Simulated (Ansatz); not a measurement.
# CH2AlBF2: the cost of one run

The runs use Ansatz 0.2.0, Gaussian basis; the settings change from run to run.

**1. The geometry**

The geometry comes from an earlier relaxation with PBE0-D4/def2-TZVP; it is a stationary point, not always the lowest conformer.

SMILES `F[CH]1[BH][Al]1[F]`, 7 atoms, charge 0, spin multiplicity 1.

Atoms are counted from 1 here; the program's logs count them from 0.

Bond lengths: F1–C2 1.350 Å, C2–B3 1.450 Å, C2–Al4 2.333 Å, C2–H6 1.106 Å, B3–Al4 1.983 Å, B3–H7 1.183 Å, Al4–F5 1.641 Å. Angles: F1–C2–B3 124.6°, F1–C2–Al4 177.7°, F1–C2–H6 106.6°, B3–C2–Al4 57.7°, B3–C2–H6 128.8°, Al4–C2–H6 71.1°, C2–B3–Al4 84.1°, C2–B3–H7 136.1°, Al4–B3–H7 139.8°, C2–Al4–B3 38.2°, C2–Al4–F5 126.6°, B3–Al4–F5 164.8°.

**2. BCCD(T)/def2-SVP**

Options: a grid of angular degree 23, a point charge of -1.00 e beside it, relativity set to none, correlated electrons set to all, high accuracy.

Input file in.yaml:

```yaml
crystal:
  periodic: [false, false, false]
  atoms:
    - {symbol: F, position_ang: [0.145328, -1.264491, 1.811288]}
    - {symbol: C, position_ang: [0.019468, -0.443018, 0.746780]}
    - {symbol: B, position_ang: [0.551712, -0.719051, -0.573831]}
    - {symbol: Al, position_ang: [-0.246053, 1.035456, -1.038813]}
    - {symbol: F, position_ang: [-1.024308, 2.479407, -1.004964]}
    - {symbol: H, position_ang: [-0.549791, 0.439145, 1.093154]}
    - {symbol: H, position_ang: [1.164844, -1.595349, -1.079312]}
basis:
  gaussian: {orbitals: def2-SVP, final_grid: {core_spheres: 8, valence_spheres: 7, degree: 23}, point_charges: [{charge: -1.00, position_ang: [4.967, 0.764, 0.050]}]}
hamiltonian: {xc: {name: HF}, pseudopotentials: {relativity: none}}
correlation: {method: bccd_t, electrons: all}
accuracy: high
```

Run with:

```console
$ ansatz run in.yaml --threads 2 --pin off --events-out ev --progress --plain --max-ram 4352MiB
```

**Question.** How long does this run take on 2 threads of Arm Neoverse V2, shared host, and how much memory does it need?

About 37 s, with a peak of 0.88 GiB.
